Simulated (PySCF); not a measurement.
**KS+: from the state search to spectroscopic constants**

An exercise on one series of results from a longer session: the logs are not shown, and one member is left open.

The runs use PySCF 2.14.0; K 6-31G(d,p), S 6-31G(d,p), no relativity.

The first run:

A driver script around PySCF takes these settings:

```
atoms                         : K, S
charge                        : 1
basis                         : K 6-31G(d,p), S 6-31G(d,p)
Hamiltonian                   : no relativity
basis functions               : 50
electrons treated             : 34
masses in u                   : 38.9637, 31.9721
levels                        : PBE0, PBE, r²SCAN, BHandHLYP, LDA, PBEsol, HF, MP2, SCS-MP2, CCSD, CCSD(T)
grid                          : 80 radial by 434 angular points
occupations                   : held fixed by the projection of orbital angular momentum
dissociation limit            : K+ + S, each in its ground configuration
starting distance in angstrom : 3.030
values of 2S to try           : 0, 2
```

The run is started by

```
> OMP_NUM_THREADS=1 python dia.py task.json out
```

Steps of the session up to this table: Input; The PBE0 curve of the state that the search chose; Excited determinants; PBE; r²SCAN (meta-GGA); BHandHLYP (global hybrid GGA); LDA; PBEsol; UHF (mean field); Correlated methods on the Hartree–Fock reference.

One table of the session follows, with a row left open; its other results are not shown here.

```
      level  Re (Å)  ωe (cm⁻¹)  De (eV)
        UHF   3.515       92.6    0.258
    UHF-MP2   3.464       98.0    0.305
UHF-SCS-MP2   3.476       96.9    0.300
   UHF-CCSD   3.473       97.4    0.307
UHF-CCSD(T)   3.472       97.5    0.311
        LDA       ?          ?        ?
        PBE   3.380      106.3    0.354
     PBEsol   3.335      109.2    0.361
     r²SCAN   3.399      102.5    0.308
       PBE0   3.377      105.3    0.323
  BHandHLYP   3.383      106.7    0.316
```

Q: Estimate the row for LDA from the others.

**Answer.** Re (Å): 3.244; ωe (cm⁻¹): 122.5; De (eV): 0.424. In the column «Re (Å)» it is the lowest.

De is counted to K+ + S in their ground configurations.
